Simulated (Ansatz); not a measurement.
**BrF2HOTi: up Jacob's ladder to CCSD(T)**

The task here is to estimate one member of a computed series from the others.

The runs use Ansatz 0.2.0, Gaussian basis; functionals in def2-TZVPP, the program's frozen cores in correlated methods.

Levels to be run: LDA (SPW92), PBE-D4, revPBE-D4, BLYP-D4, r2SCAN-D4, B97M-V, PBE0-D4, B3LYP-D4, r2SCANh-D4, r2SCAN0-D4, HSE06-D4, BHLYP-D4, CAM-B3LYP-D4, LC-ωPBE, ωB97X-V, ωB97M-V, B2PLYP, PBE-QIDH; CCSD(T)/def2-SVP; CCSD(T)/def2-TZVPP; MP2/def2-QZVPP; extrapolation to the limit; RPA on PBE.

### The relaxed structure

An earlier PBE0-D4 in a triple-zeta def2 set relaxation fixed the geometry.

SMILES `[OH][Ti]([F])([F])[Br]`, 6 atoms, charge 0, spin multiplicity 1.

Atoms are counted from 1 here; the program's logs count them from 0.

Bond lengths: O1–Ti2 1.757 Å, O1–H6 0.959 Å, Ti2–F3 1.744 Å, Ti2–F4 1.744 Å, Ti2–Br5 2.349 Å. Angles: Ti2–O1–H6 140.6°, O1–Ti2–F3 109.4°, O1–Ti2–F4 108.9°, O1–Ti2–Br5 109.4°, F3–Ti2–F4 110.3°, F3–Ti2–Br5 108.4°, F4–Ti2–Br5 110.4°.

Geometry (Å):

```xyz
6
BrF2HOTi
O    -0.2749   -0.0332    1.3411
Ti    0.1975   -0.1708   -0.3454
F    -1.1094   -0.8788   -1.2585
F     1.6227   -1.1707   -0.4537
Br    0.6312    1.9691   -1.2111
H    -1.0249    0.2203    1.8814
```

The first run:

Input file in.yaml:

```yaml
crystal:
  periodic: [false, false, false]
  atoms:
    - {symbol: O, position_ang: [-0.274853, -0.033230, 1.341133]}
    - {symbol: Ti, position_ang: [0.197462, -0.170824, -0.345387]}
    - {symbol: F, position_ang: [-1.109407, -0.878808, -1.258513]}
    - {symbol: F, position_ang: [1.622733, -1.170701, -0.453711]}
    - {symbol: Br, position_ang: [0.631199, 1.969144, -1.211131]}
    - {symbol: H, position_ang: [-1.024935, 0.220320, 1.881410]}
basis:
  gaussian: {orbitals: def2-TZVPP}
hamiltonian: {xc: lda}
output: {orbitals: {seedname: orbitals}}
```

Steps of the session up to this table: LDA; PBE-D4 (GGA); revPBE-D4 (GGA); BLYP-D4 (GGA); r2SCAN-D4 (meta-GGA); B97M-V (meta-GGA); PBE0-D4 (hybrid); B3LYP-D4 (hybrid); r2SCANh-D4 (hybrid); r2SCAN0-D4 (hybrid); HSE06-D4 (hybrid); BHLYP-D4 (hybrid); CAM-B3LYP-D4 (range-separated); LC-ωPBE-D4 (range-separated; the results give it without D4); ωB97X-V (range-separated); ωB97M-V (range-separated); B2PLYP (double hybrid); PBE-QIDH (double hybrid).

One of the session's tables, all rows but one given; the rest of the session is left out.

It belongs to the step «Orbital energies across the functionals». 

```
  functional  HOMO (eV)  LUMO (eV)  gap (eV)
 LDA (SPW92)      -7.80      -4.07      3.73
      PBE-D4      -7.60      -3.81      3.80
   revPBE-D4      -7.53      -3.72      3.81
     BLYP-D4      -7.45      -3.73      3.72
   r2SCAN-D4      -7.96      -3.79      4.17
      B97M-V      -8.00      -3.79      4.22
     PBE0-D4      -8.93      -2.91      6.01
    B3LYP-D4      -8.67      -3.20      5.47
  r2SCANh-D4      -8.44      -3.44      5.00
  r2SCAN0-D4      -9.17      -2.88      6.29
    HSE06-D4          ?          ?         ?
    BHLYP-D4     -10.10      -1.84      8.26
CAM-B3LYP-D4     -10.23      -1.84      8.39
     LC-ωPBE     -11.56      -0.67     10.89
     ωB97X-V     -11.22      -0.68     10.54
     ωB97M-V     -11.10      -0.68     10.42
```

**Question.** Estimate the row for HSE06-D4.

**Answer.** HOMO (eV): -8.53; LUMO (eV): -3.30; gap (eV): 5.23. In the column «HOMO (eV)» it lies between B3LYP-D4 (-8.67) and r2SCANh-D4 (-8.44).
